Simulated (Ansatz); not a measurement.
# CH₄AlFN+: geometry optimisation

The task: find the minimum of CH₄AlFN+ nearest to the start.

Method: RKS r2SCAN0-D4/def2-TZVP; program: Ansatz 0.2.0.

### 1 The starting structure

8 atoms, charge 1, spin multiplicity 1.

Atoms are counted from 1 here; the program's logs count them from 0.

Bond lengths: C1–N2 1.290 Å, C1–H5 1.107 Å, C1–H6 1.107 Å, N2–Al3 1.958 Å, N2–H7 1.037 Å, Al3–F4 1.651 Å, Al3–H8 1.562 Å. Angles: N2–C1–H5 119.8°, N2–C1–H6 121.6°, H5–C1–H6 118.5°, C1–N2–Al3 127.3°, C1–N2–H7 115.1°, Al3–N2–H7 117.5°, N2–Al3–F4 105.7°, N2–Al3–H8 115.4°, F4–Al3–H8 138.9°.

Coordinates:

```xyz
8
CH4AlFN
C    -0.46972    1.14269   -0.63353
N    -0.50257    0.16329    0.20519
Al    0.84666   -1.23460    0.45210
F     0.27004   -2.20461    1.65759
H     0.39551    1.25565   -1.31526
H    -1.28979    1.88377   -0.69246
H    -1.34539    0.12800    0.80817
H     2.09525   -1.13419   -0.48180
```

### 2 Relaxation

Contents of input.yaml:

```yaml
crystal:
  periodic: [false, false, false]
  atoms:
    - { symbol: C, position_ang: [-0.469716, 1.142693, -0.63353] }
    - { symbol: "N", position_ang: [-0.502571, 0.163289, 0.205192] }
    - { symbol: Al, position_ang: [0.846659, -1.234601, 0.452099] }
    - { symbol: F, position_ang: [0.270035, -2.204612, 1.657586] }
    - { symbol: H, position_ang: [0.395512, 1.25565, -1.315255] }
    - { symbol: H, position_ang: [-1.289786, 1.883775, -0.692459] }
    - { symbol: H, position_ang: [-1.345393, 0.127998, 0.80817] }
    - { symbol: H, position_ang: [2.09525, -1.134192, -0.481802] }
total_charge: 1
basis:
  gaussian: { orbitals: def2-TZVP }
hamiltonian:
  xc: { name: r2SCAN0 }
  dispersion: d4
output:
  forces: true
relax:
  f_tol: 0.003
  max_steps: 120
```

The run is started by

```sh
> ansatz run input.yaml --threads 1 --pin off --max-ram 2560MiB --backend cpu --events-out ev --progress --plain --runs-dir out
```

What does the calculation give? Wanted: energy gained; root mean square move.

**Answer**, as computed:

| quantity | value |
| --- | --- |
| energy gained | 0.0909 eV |
| root mean square move | 0.045 Å |

In words: Bond lengths: C1–N2 1.270 Å, C1–H5 1.084 Å, C1–H6 1.084 Å, N2–Al3 1.911 Å, N2–H7 1.016 Å, Al3–F4 1.610 Å, Al3–H8 1.543 Å. Angles: N2–C1–H5 119.7°, N2–C1–H6 121.5°, H5–C1–H6 118.8°, C1–N2–Al3 126.3°, C1–N2–H7 115.2°, Al3–N2–H7 118.4°, N2–Al3–F4 106.1°, N2–Al3–H8 115.2°, F4–Al3–H8 138.7°. No frequencies were computed here.
